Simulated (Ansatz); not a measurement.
# Ga: one contact scaled

The task here is to estimate one member of a computed series from the others.

Computed with Ansatz 0.2.0 (DFT, r2SCAN, PAW with Ansatz's default frozen-core files, scalar-relativistic, unless a step's input says otherwise).

## The structure to begin with

It takes space group Fd-3m (No. 227, cubic). The conventional cell has a = 5.749 Å, b = 5.749 Å, c = 5.749 Å, α = 90.00°, β = 90.00°, γ = 90.00°. Ga (site symmetry -43m) has 4 Ga at 2.49 Å as nearest neighbours.

Structure file:

```xyz
2
Lattice="0.0000 2.8744 2.8744 2.8744 0.0000 2.8744 2.8744 2.8744 0.0000" Properties=species:S:1:pos:R:3 pbc="T T T"
Ga   -0.7186   -0.7186   -0.7186
Ga    0.7186    0.7186    0.7186
```

Atoms are numbered in the order of the input: Ga1, Ga2.

Set-up of the first run:

Contents of input.yaml:

```yaml
crystal:
  lattice:
    - [0.0, 2.8744485395, 2.8744485395]
    - [2.8744485395, 0.0, 2.8744485395]
    - [2.8744485395, 2.8744485395, 0.0]
  atoms:
    - { symbol: Ga, position: [-0.125, -0.125, -0.125] }
    - { symbol: Ga, position: [0.125, 0.125, 0.125] }
kpoints:
  mp_grid: { grid: [9, 9, 9] }
scf:
  occupations: { method: fermi_dirac, width: 0.05 }
hamiltonian:
  xc: r2scan
  pseudopotentials: { kind: paw }
output:
  forces: true
  stress: true
  eigenvalues: true
  efg: { contact_densities: true }
  populations: true
```

Started as:

```sh
> ansatz run input.yaml --threads 1 --pin off --max-ram 2048MiB --backend cpu --events-out ev --progress --plain --runs-dir out
```

Among the steps run: Shortest bond scaled by 1, PAW; Shortest bond scaled by 1.1, PAW; Shortest bond scaled by 0.82, PAW; Shortest bond scaled by 0.7, PAW; Shortest bond scaled by 0.64, PAW; Shortest bond scaled by 0.64, PAW (cutoff 800 eV).

One of the session's tables, all rows but one given; the rest of the session is left out.

```
             method  length (Å)  F from the given length (eV/cell)  force along the bond (eV/Å)  pressure (GPa)  largest force (eV/Å)
                PAW       1.593                              8.366                       34.914           52.53                34.914
                PAW       1.743                                  ?                            ?               ?                     ?
                PAW       2.041                              0.945                        5.857            7.80                 5.857
                PAW       2.489                              0.000                        0.000            0.49                 0.000
                PAW       2.738                              0.086                       -0.478            1.65                 0.478
PAW (cutoff 800 eV)       1.593                                  –                       34.611           51.99                34.611
```

Q: Estimate the row for PAW, 1.743 from the others.

**Answer.** F from the given length (eV/cell): 4.402; force along the bond (eV/Å): 19.647; pressure (GPa): 29.51; largest force (eV/Å): 19.647. In the column «F from the given length (eV/cell)» it lies between PAW, 2.041 (0.945) and PAW, 1.593 (8.366).
